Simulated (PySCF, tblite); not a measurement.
**C₇H₁₅OP: geometry, infrared bands and NMR shifts**

Wanted: the infrared bands and NMR shifts of C₇H₁₅OP (`C=P1(CC)CCOCC1`), by calculation.

Programs: tblite 0.8.0 and PySCF 2.14.0, with density-fitted response routines of our own. Each step states its level of theory. These are calculated values for one molecule in the gas phase, unless marked as measured. Atoms are numbered from 0 throughout.

## 1. The starting structure

24 atoms, charge 0, multiplicity 1; geometry from: force field or distance geometry start.

Bonds of the start (Å): C0–P1 1.64, P1–C2 1.81, C2–C3 1.49, P1–C4 1.82, C4–C5 1.52, C5–O6 1.39, O6–C7 1.38, C7–C8 1.50, C8–P1 1.77, C0–H9 1.09, C0–H10 1.11, C2–H11 1.11, C2–H12 1.12, C3–H13 1.11, C3–H14 1.10, C3–H15 1.11, C4–H16 1.13, C4–H17 1.11, C5–H18 1.09, C5–H19 1.12, C7–H20 1.12, C7–H21 1.13, C8–H22 1.13, C8–H23 1.12.

## 2. Geometry optimisation with GFN2-xTB

What the job is given:

```
{"job": {"kind": "relax", "xc": "GFN2-xTB", "basis": "xTB"}, "charge": 0, "multiplicity": 1}
C      0.501400    -1.493400    -1.139200
P      0.202200    -0.118500    -0.292800
C      1.767000     0.783900    -0.197300
C      2.950700    -0.069200     0.087300
C     -0.359400    -0.629300     1.364000
C     -1.868800    -0.462600     1.372600
O     -2.227000     0.836100     1.016100
C     -2.322600     1.038000    -0.343600
C     -1.052200     0.820700    -1.115000
H      1.109000    -1.469400    -2.039400
H      0.055800    -2.452000    -0.806800
H      1.671600     1.560800     0.593400
H      1.987000     1.295900    -1.171800
H      3.744100     0.490900     0.625200
H      2.713100    -0.967500     0.673400
H      3.360700    -0.374800    -0.898300
H      0.073900     0.055400     2.144600
H     -0.040700    -1.673000     1.588400
H     -2.385900    -1.235300     0.798300
H     -2.164500    -0.594100     2.447900
H     -2.620200     2.113400    -0.472000
H     -3.171000     0.446700    -0.798200
H     -0.612100     1.828700    -1.372800
H     -1.323800     0.288400    -2.056600
```

Run with:

```console
> OMP_NUM_THREADS=1 python probes_run.py task.json out
```

One launch serves the whole session: the jobs run in the order shown.

**Question.** This job is followed by: GFN2-xTB harmonic vibrations, gas phase; GIAO PBE0/pcSseg-1 NMR shielding, non-relativistic, gas phase. What will the session give for the following? strongest single infrared mode (GFN2-xTB); zero-point energy (GFN2-xTB); ¹³C shifts against TMS (PBE0/pcSseg-1, means over atoms taken as alike); ¹H shifts against TMS (PBE0/pcSseg-1, means over atoms taken as alike); ³¹P shifts against H3PO4 (PBE0/pcSseg-1); ¹⁷O shifts against H2O (PBE0/pcSseg-1).

The runs gave:

| quantity | value |
| --- | --- |
| strongest single infrared mode (GFN2-xTB) | 1039 cm⁻¹, 166 km/mol |
| zero-point energy (GFN2-xTB) | 127.7 kcal/mol |
| ¹³C shifts against TMS (PBE0/pcSseg-1, means over atoms taken as alike) | 68.8, 37.4, 28.1, 9.5, -10.4 ppm |
| ¹H shifts against TMS (PBE0/pcSseg-1, means over atoms taken as alike) | 4.38, 3.82, 1.73, 1.52, 1.36, 1.31, -0.25 ppm |
| ³¹P shifts against H3PO4 (PBE0/pcSseg-1) | -11.6 ppm |
| ¹⁷O shifts against H2O (PBE0/pcSseg-1) | 55.3 ppm |

In words: The optimisation took 107 steps and gained 1.501 eV; among the close pairs (by a distance rule), P1–C8 changed most, from 1.770 to 1.895 Å. No mode is imaginary among the 66: a minimum at this level. The strongest single mode, at 1039 cm⁻¹, is spread over many atoms; the largest shares are those of P1, C0. GFN2-xTB is a fitted tight-binding method: band positions and strengths are rough. Its intensities can rank the bands wrongly. At PBE0/pcSseg-1: The largest span, 245 ppm, is at P1, where the paramagnetic term is -637 ppm.
